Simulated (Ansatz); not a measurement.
**NaCl: a relaxation**

Aim: a sound relaxation of NaCl. The structure is shown as the input types it.

The COD entry's cell or inner coordinates are ideal or old and differ from later refinements, so a difference from it is no clean test against experiment.

Method: DFT, PBEsol, PAW with Ansatz's default frozen-core files, scalar-relativistic; relaxation of cell and atoms, in Ansatz 0.2.0.

## 1. The system as given

It takes space group Fm-3m (No. 225, cubic). Conventional cell: a = 5.620 Å, b = 5.620 Å, c = 5.620 Å, α = 90.00°, β = 90.00°, γ = 90.00°. Na (site symmetry m-3m) is surrounded by 6 Cl at 2.81 Å. Cl (site symmetry m-3m) has 6 Na at 2.81 Å as nearest neighbours.

Coordinates:

```
CELL_PARAMETERS angstrom
0.00000 2.81000 2.81000
2.81000 0.00000 2.81000
2.81000 2.81000 0.00000
ATOMIC_POSITIONS crystal
Na 0.00000 0.00000 0.00000
Cl 0.50000 0.50000 0.50000
```

## 2. The run

File input.yaml:

```yaml
crystal:
  lattice:
    - [0.0, 2.81, 2.81]
    - [2.81, 0.0, 2.81]
    - [2.81, 2.81, 0.0]
  atoms:
    - { symbol: Na, position: [0.0, 0.0, 0.0] }
    - { symbol: Cl, position: [0.5, 0.5, 0.5] }
kpoints:
  mp_grid: { grid: [8, 8, 8] }
scf:
  occupations: { method: fixed }
  max_iter: 100
hamiltonian:
  xc: pbesol
  pseudopotentials: { kind: paw }
relax:
  f_tol: 1.0e-09
  max_steps: 30
  cell: {}
output:
  forces: true
  stress: true
```

Launch:

```
$ ansatz run input.yaml --threads 1 --pin off --max-ram 3072MiB --backend cpu --events-out ev --progress --plain --runs-dir out
```

Q: Will this input give a usable result? If not, why, and what should change?

The program finished normally. That alone doesn't make the input a sound one.

Look at the input: relax.f_tol is 1.0e-09. The risk: force tolerance out of reach. The run converged, but that does not make its result sound.

To check: set relax.f_tol to 0.002.
